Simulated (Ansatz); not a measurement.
# CuSn3: equation of state with PBE

CuSn3:

```
Sn Cu
1.0
    -2.23990    2.23990    4.87070
     2.23990   -2.23990    4.87070
     2.23990    2.23990   -4.87070
Sn Cu
3 1
Direct
  0.50000 0.50000 0.00000
  0.25000 0.75000 0.50000
  0.75000 0.25000 0.50000
  0.00000 0.00000 0.00000
```

The cell comes from a database or a generator and needn't be the stable form of this composition.

- Program: Ansatz 0.2.0
- Task: equation of state
- Functional: PBE
- Potentials or basis: Ansatz PAW
- Cutoff: 420 eV
- Density cutoff: 1680 eV
- k mesh: 8 × 8 × 8
- Occupations: fermi-dirac, width 0.05 eV
- Spin: no spin polarisation

| Quantity | Value |
| --- | --- |
| Equilibrium volume | 23.96 Å³/atom |
| Bulk modulus at fixed shape and positions | 54 GPa |
| Pressure derivative of the bulk modulus | 4.6 |

Energy against volume, from the lowest point:
| volume (Å³/atom) | energy (meV/atom) |
| --- | --- |
| 22.971 | 7.44 |
| 23.460 | 1.85 |
| 23.948 | 0.00 |
| 24.437 | 1.51 |
| 24.926 | 6.01 |
| 25.415 | 13.17 |
| 25.903 | 22.71 |

All runs of the series together: 43 s on 2 threads of Intel(R) Xeon(R) Platinum 8375C CPU @ 2.90GHz (Ice Lake) (shared host).

Caveat: the cell was scaled at fixed shape and fractional positions, which overstates the stiffness of a crystal with free parameters, most of all of layers and chains.
